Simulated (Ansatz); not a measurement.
# C4H11GaSi: a ladder of functionals and wavefunction methods

One table from this session's results is given with a row withheld; the runs are named, their logs left out.

Program: Ansatz 0.2.0, Gaussian basis. Level of theory: functionals in def2-TZVPP, the program's frozen cores in correlated methods. These are calculated values, not measurements.

The runs, in order: LDA (SPW92), PBE-D4, revPBE-D4, BLYP-D4, r2SCAN-D4, B97M-V, PBE0-D4, B3LYP-D4, r2SCANh-D4, r2SCAN0-D4, HSE06-D4, BHLYP-D4, CAM-B3LYP-D4, LC-ωPBE, ωB97X-V, ωB97M-V, B2PLYP, PBE-QIDH; CCSD(T)/def2-SVP; CCSD(T)/def2-TZVPP; MP2/def2-QZVPP; extrapolation to the limit; RPA on PBE.

## The geometry

An earlier PBE0-D4 in a triple-zeta def2 set relaxation fixed the geometry.

SMILES `C=[C]([GaH2])C[SiH2]C`, 17 atoms, charge 0, spin multiplicity 1.

Atoms are counted from 1 here; the program's logs count them from 0.

Bond lengths: C1–C2 1.337 Å, C1–H7 1.091 Å, C1–H8 1.086 Å, C2–Ga3 1.964 Å, C2–C4 1.495 Å, Ga3–H9 1.571 Å, Ga3–H10 1.571 Å, C4–Si5 1.887 Å, C4–H11 1.095 Å, C4–H12 1.097 Å, Si5–C6 1.867 Å, Si5–H13 1.495 Å, Si5–H14 1.491 Å, C6–H15 1.093 Å, C6–H16 1.092 Å, C6–H17 1.092 Å. Angles: C2–C1–H7 122.1°, C2–C1–H8 121.9°, H7–C1–H8 116.0°, C1–C2–Ga3 117.0°, C1–C2–C4 122.3°, Ga3–C2–C4 120.7°, C2–Ga3–H9 120.7°, C2–Ga3–H10 117.6°, H9–Ga3–H10 121.6°, C2–C4–Si5 108.8°, C2–C4–H11 111.7°, C2–C4–H12 112.1°, Si5–C4–H11 107.4°, Si5–C4–H12 109.0°, H11–C4–H12 107.7°, C4–Si5–C6 111.2°, C4–Si5–H13 107.2°, C4–Si5–H14 110.3° and more.

The first run:

The input, in.yaml:

```yaml
crystal:
  periodic: [false, false, false]
  atoms:
    - {symbol: C, position_ang: [-1.471295, -0.678193, 1.307065]}
    - {symbol: C, position_ang: [-0.186595, -0.785587, 0.950908]}
    - {symbol: Ga, position_ang: [1.155920, -0.364077, 2.320465]}
    - {symbol: C, position_ang: [0.229861, -1.173469, -0.431229]}
    - {symbol: Si, position_ang: [0.784679, 0.375345, -1.355343]}
    - {symbol: C, position_ang: [-0.655281, 1.518533, -1.682307]}
    - {symbol: H, position_ang: [-2.284249, -0.922834, 0.622337]}
    - {symbol: H, position_ang: [-1.766075, -0.347270, 2.298276]}
    - {symbol: H, position_ang: [2.671792, -0.708135, 2.091376]}
    - {symbol: H, position_ang: [0.650501, 0.271850, 3.664921]}
    - {symbol: H, position_ang: [1.075398, -1.869081, -0.419168]}
    - {symbol: H, position_ang: [-0.585479, -1.650277, -0.989518]}
    - {symbol: H, position_ang: [1.792825, 1.067187, -0.494660]}
    - {symbol: H, position_ang: [1.453618, 0.003113, -2.634434]}
    - {symbol: H, position_ang: [-1.379324, 1.047810, -2.351940]}
    - {symbol: H, position_ang: [-0.319766, 2.448116, -2.147282]}
    - {symbol: H, position_ang: [-1.166532, 1.766968, -0.749446]}
basis:
  gaussian: {orbitals: def2-TZVPP}
hamiltonian: {xc: lda}
output: {orbitals: {seedname: orbitals}}
```

Command:

```sh
$ ansatz run in.yaml --threads 2 --pin off --events-out ev --progress --plain --max-ram 22528MiB --backend cuda --devices 0, --max-vram 18GiB
```

Among the steps run: LDA; PBE-D4 (GGA); revPBE-D4 (GGA); BLYP-D4 (GGA); r2SCAN-D4 (meta-GGA); B97M-V (meta-GGA); B3LYP-D4 (hybrid); r2SCANh-D4 (hybrid); r2SCAN0-D4 (hybrid); HSE06-D4 (hybrid); BHLYP-D4 (hybrid); CAM-B3LYP-D4 (range-separated); LC-ωPBE (range-separated); ωB97X-V (range-separated); ωB97M-V (range-separated); B2PLYP (double hybrid); PBE-QIDH (double hybrid).

One of the session's tables, all rows but one given; the rest of the session is left out.

It belongs to the step «Frontier levels by functional». 

| functional | HOMO (eV) | LUMO (eV) | gap (eV) |
| --- | --- | --- | --- |
| LDA (SPW92) | -6.40 | -2.74 | 3.67 |
| PBE-D4 | -6.23 | -2.45 | 3.78 |
| revPBE-D4 | -6.16 | -2.32 | 3.83 |
| BLYP-D4 | -6.07 | -2.37 | 3.71 |
| r2SCAN-D4 | -6.40 | -2.25 | 4.15 |
| B97M-V | -6.47 | -2.41 | 4.06 |
| PBE0-D4 | -7.26 | -1.63 | 5.63 |
| B3LYP-D4 | -7.06 | -1.88 | 5.17 |
| r2SCANh-D4 | -6.79 | -1.96 | 4.84 |
| r2SCAN0-D4 | -7.39 | -1.52 | 5.86 |
| HSE06-D4 | ? | ? | ? |
| BHLYP-D4 | -8.16 | -0.82 | 7.33 |
| CAM-B3LYP-D4 | -8.53 | -0.71 | 7.82 |
| LC-ωPBE | -9.86 | 0.45 | 10.31 |
| ωB97X-V | -9.51 | 0.30 | 9.81 |
| ωB97M-V | -9.42 | 0.11 | 9.53 |

**Question.** Estimate the row for HSE06-D4.

As computed: HOMO (eV): -6.87; LUMO (eV): -2.00; gap (eV): 4.86. In the column «HOMO (eV)» it lies between B3LYP-D4 (-7.06) and r2SCANh-D4 (-6.79).
